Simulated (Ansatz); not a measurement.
# HSBr (triplet): the correlation ladder at distance Br1–H2 along a hydrogen transfer = 1.421 Å, cc-pVDZ

Aim: climb from Hartree-Fock through coupled cluster and multireference methods for HSBr (triplet) at one geometry and basis, and see what each rung misses.

Method: cc-pVDZ, core rule «outside noble gas», up to 19 orbitals frozen; program: Ansatz 0.2.0, Gaussian basis.

To be run: UHF; CCSD(T) on ROHF; CCSD(T) on UHF; BCCD(T) on ROHF; CISD; CCSDT(Q) on ROHF; CCSDT(Q) on UHF; CASSCF and MRCISD+Q, 4 electrons in 4 orbitals; CASSCF and NEVPT2, 4 electrons in 4 orbitals; CASSCF and MRCISD+Q, 14 electrons in 9 orbitals; CASSCF and NEVPT2, 14 electrons in 9 orbitals.

7 further runs of the same task are left out: 4 that didn't finish, 3 set aside as unsound or not needed.

**1. What is computed**

The geometry derives from fragments relaxed apart (PBE0/def2-TZVP) and kept rigid, so it is no stationary point. A hydrogen atom is moved between rigid fragments. No spin-orbit coupling is included. The filled d shell of Br may be among the frozen orbitals whatever the setting's name suggests; the logs give the count.

3 atoms, charge 0, spin multiplicity 3.

Atoms are counted from 1 here; the program's logs count them from 0.

Bond lengths: Br1–H2 1.421 Å.

Geometry (Å):

```xyz
3

Br    0.00000    0.00000   -1.67420
H     0.00000    0.00000   -0.25360
S     0.00000    0.00000    1.92780
```

**2. UHF**

Contents of in.yaml:

```yaml
crystal:
  periodic: [false, false, false]
  atoms:
    - {symbol: Br, position_ang: [0.000000, 0.000000, -1.674200]}
    - {symbol: H, position_ang: [0.000000, 0.000000, -0.253600]}
    - {symbol: S, position_ang: [0.000000, 0.000000, 1.927800]}
basis:
  gaussian: {orbitals: cc-pVDZ}
magnetization: {spin_polarized: true, initial_magnetization: 2}
hamiltonian: {xc: hf}
output: {orbitals: {seedname: orbitals}}
```

Started as:

```
$ ansatz run in.yaml --threads 1 --pin off --events-out ev --progress --plain --max-ram 2393MiB
```

After this run come: CCSD(T) on ROHF; CCSD(T) on UHF; BCCD(T) on ROHF; CISD; CCSDT(Q) on ROHF; CCSDT(Q) on UHF; CASSCF and MRCISD+Q, 4 electrons in 4 orbitals; CASSCF and NEVPT2, 4 electrons in 4 orbitals; CASSCF and MRCISD+Q, 14 electrons in 9 orbitals; CASSCF and NEVPT2, 14 electrons in 9 orbitals.

**Question.** What will the summary of the whole plan be? Wanted: UCCSDT(Q) below the RHF energy; RMP2 from UCCSDT(Q); UMP2 from UCCSDT(Q); RCCSD from UCCSDT(Q); RCCSD(T) from UCCSDT(Q); UCCSD(T) from UCCSDT(Q); RCCSDT(Q) from UCCSDT(Q); NEVPT2 pair from UCCSDT(Q); MRCISD+Q pair from UCCSDT(Q).

The runs gave:

```
                         quantity                                                                                    value
   UCCSDT(Q) below the RHF energy                                                                               -6.9521 eV
              RMP2 from UCCSDT(Q)                                                                             +96.1 kJ/mol
              UMP2 from UCCSDT(Q)                                                                             +98.1 kJ/mol
             RCCSD from UCCSDT(Q)                                                                             +12.3 kJ/mol
          RCCSD(T) from UCCSDT(Q)                                                                              +2.4 kJ/mol
          UCCSD(T) from UCCSDT(Q)                                                                              +2.3 kJ/mol
         RCCSDT(Q) from UCCSDT(Q)                                                                               0.0 kJ/mol
       NEVPT2 pair from UCCSDT(Q)                                                                             +94.6 kJ/mol
     MRCISD+Q pair from UCCSDT(Q)                                                                              +0.6 kJ/mol
    NEVPT2 valence from UCCSDT(Q)                                                                            +140.5 kJ/mol
levels within 1 kcal/mol (43 meV)  RCCSD(T), UCCSD(T), BCCD(T), RCCSDT, UCCSDT, RCCSDT(Q), MRCISD+Q pair, MRCISD+Q valence
                    T1 diagnostic                                                                                    0.011
   effectively unpaired electrons                                                                                     2.01
```

RCCSD(T) lands +2.4 kJ/mol from the yardstick (0.4 % of the correlation energy). One determinant dominates. Of the multireference levels listed MRCISD+Q pair comes nearest in total energy (+0.6 kJ/mol), which doesn't show that its space is the better one. These misses are within one basis, not against nature; the frozen cores of restricted and unrestricted runs differ, which can shift their rows.
